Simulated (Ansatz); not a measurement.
# C5H8S2: the cost of one run

Program: Ansatz 0.2.0. Level of theory: RKS PBE/6-31G. These are calculated values, not measurements.

### Step 1. The system as given

Bond lengths: C1–C2 1.146 Å, C2–S3 1.661 Å, S3–C4 1.821 Å, C4–S5 1.751 Å, S5–C6 1.803 Å, C6–C7 1.546 Å, C1–H8 1.081 Å, C4–H9 1.108 Å, C4–H10 1.128 Å, C6–H11 1.100 Å, C6–H12 1.110 Å, C7–H13 1.051 Å, C7–H14 1.082 Å, C7–H15 1.090 Å. Angles (14 of 22 angles, heavy atoms first): C1–C2–S3 178.1°, C2–S3–C4 102.5°, S3–C4–S5 116.4°, C4–S5–C6 99.7°, S5–C6–C7 110.0°, C2–C1–H8 174.6°, S3–C4–H9 104.2°, S3–C4–H10 105.8°, S5–C4–H9 111.8°, S5–C4–H10 111.9°, S5–C6–H11 109.9°, S5–C6–H12 111.1°, C7–C6–H11 110.1°, C7–C6–H12 107.8°.

As a file:

```xyz
15

C    -3.9022    1.2062    1.4316
C    -2.7569    1.1732    1.4204
S    -1.0991    1.0727    1.4197
C    -0.7094    0.9866   -0.3567
S     0.9854    0.8517   -0.7768
C     1.2901   -0.8505   -0.2667
C     2.7364   -1.2604   -0.6292
H    -4.9749    1.3372    1.4208
H    -1.1662    1.9032   -0.7794
H    -1.3134    0.1239   -0.7617
H     0.5716   -1.5223   -0.7588
H     1.1699   -0.9665    0.8308
H     3.3990   -0.6107   -0.1353
H     2.8682   -2.2894   -0.3210
H     2.8798   -1.2055   -1.7086
```

### Step 2. End point A

File input.yaml:

```yaml
crystal:
  periodic: [false, false, false]
  atoms:
    - { symbol: C, position_ang: [-3.9022, 1.2062, 1.4316] }
    - { symbol: C, position_ang: [-2.7569, 1.1732, 1.4204] }
    - { symbol: S, position_ang: [-1.0991, 1.0727, 1.4197] }
    - { symbol: C, position_ang: [-0.7094, 0.9866, -0.3567] }
    - { symbol: S, position_ang: [0.9854, 0.8517, -0.7768] }
    - { symbol: C, position_ang: [1.2901, -0.8505, -0.2667] }
    - { symbol: C, position_ang: [2.7364, -1.2604, -0.6292] }
    - { symbol: H, position_ang: [-4.9749, 1.3372, 1.4208] }
    - { symbol: H, position_ang: [-1.1662, 1.9032, -0.7794] }
    - { symbol: H, position_ang: [-1.3134, 0.1239, -0.7617] }
    - { symbol: H, position_ang: [0.5716, -1.5223, -0.7588] }
    - { symbol: H, position_ang: [1.1699, -0.9665, 0.8308] }
    - { symbol: H, position_ang: [3.399, -0.6107, -0.1353] }
    - { symbol: H, position_ang: [2.8682, -2.2894, -0.321] }
    - { symbol: H, position_ang: [2.8798, -1.2055, -1.7086] }
basis:
  gaussian: { orbitals: "6-31G" }
hamiltonian:
  xc: pbe
relax:
  f_tol: 0.015
  max_steps: 40
```

On the command line:

```
$ ansatz run input.yaml --threads 1 --pin off --max-ram 2048MiB --backend cpu --events-out ev --progress --plain --runs-dir out
```

**Question.** How long does this run take on 1 thread of an Arm CPU, shared host, and how much memory does it need?

About 2.3 min, with a peak of 0.15 GiB.
